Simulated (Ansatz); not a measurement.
# MgB2: energy and pressure over a range of volumes

The task here is to estimate one member of a computed series from the others.

Computed with Ansatz 0.2.0 (DFT LDA, scalar-relativistic, unless a step's input says otherwise).

## The starting structure

The structure is hexagonal, space group P6/mmm (No. 191). Conventional cell: a = 3.085 Å, b = 3.085 Å, c = 3.523 Å, α = 90.00°, β = 90.00°, γ = 120.00°. Mg (site symmetry 6/mmm) is surrounded by 12 B at 2.51 Å. Around B (site symmetry -6m2) lie 3 B at 1.78 Å and 6 Mg at 2.51 Å.

As a file:

```
CELL_PARAMETERS angstrom
3.08500 0.00000 0.00000
-1.54250 2.67169 0.00000
0.00000 0.00000 3.52300
ATOMIC_POSITIONS crystal
Mg 0.00000 0.00000 0.00000
B 0.33333 0.66667 0.50000
B 0.66667 0.33333 0.50000
```

Atoms are numbered in the order of the input: Mg1, B2, B3.

The first run:

The input, input.yaml:

```yaml
crystal:
  lattice:
    - [3.0433063957, 0.0, 0.0]
    - [-1.5216531979, 2.6355806502, 0.0]
    - [0.0, 0.0, 3.4753860552]
  atoms:
    - { symbol: Mg, position: [0.0, 0.0, 0.0] }
    - { symbol: B, position: [0.3333333333, 0.6666666667, 0.5] }
    - { symbol: B, position: [0.6666666667, 0.3333333333, 0.5] }
kpoints:
  mp_grid: { grid: [15, 15, 12] }
  band_path:
    path:
      - [0.0, 0.0, 0.0]
      - [0.5, 0.0, 0.0]
      - [0.3333333333, 0.3333333333, 0.0]
      - [0.0, 0.0, 0.0]
      - [0.0, 0.0, 0.5]
      - [0.5, 0.0, 0.5]
      - [0.3333333333, 0.3333333333, 0.5]
      - [0.0, 0.0, 0.5]
      - [0.5, 0.0, 0.5]
    npoints: 5
scf:
  occupations: { method: fermi_dirac, width: 0.05 }
hamiltonian:
  xc: lda
  pseudopotentials: { kind: all_electron, lapw: { basis_error: 0.0005 } }
output:
  forces: true
  stress: true
  eigenvalues: true
```

The run is started by

```
$ ansatz run input.yaml --threads 1 --pin off --max-ram 4096MiB --backend cpu --events-out ev --progress --plain --runs-dir out
```

Steps of the session up to this table: Volume × 0.96, LAPW; Volume × 0.96, PAW; Volume × 0.96, crystal datasets; Volume × 0.99, LAPW; Volume × 0.99, PAW; Volume × 0.99, crystal datasets; Volume × 1.02, LAPW; Volume × 1.02, PAW; Volume × 1.02, crystal datasets; Volume × 1.06, LAPW; Volume × 1.06, PAW; Volume × 1.06, crystal datasets.

One of the session's tables, all rows but one given; the rest of the session is left out.

| method | volume (Å³/atom) | pressure (GPa) |
| --- | --- | --- |
| LAPW | 9.292 | -1.60 |
| LAPW | 9.582 | -6.21 |
| LAPW | 9.873 | -10.20 |
| LAPW | 10.260 | -14.70 |
| PAW | 9.292 | -1.60 |
| PAW | 9.582 | -6.21 |
| PAW | 9.873 | -10.20 |
| PAW | 10.260 | -14.70 |
| crystal datasets | 9.292 | -1.60 |
| crystal datasets | 9.582 | ? |
| crystal datasets | 9.873 | -10.20 |
| crystal datasets | 10.260 | -14.70 |

Estimate the missing values for crystal datasets, 9.582.

The run gave: pressure (GPa): -6.22. In the column «pressure (GPa)» it lies between crystal datasets, 9.873 (-10.20) and LAPW, 9.582 (-6.21).

Caveats from the session: Warnings in the runs' records: crystal datasets made.
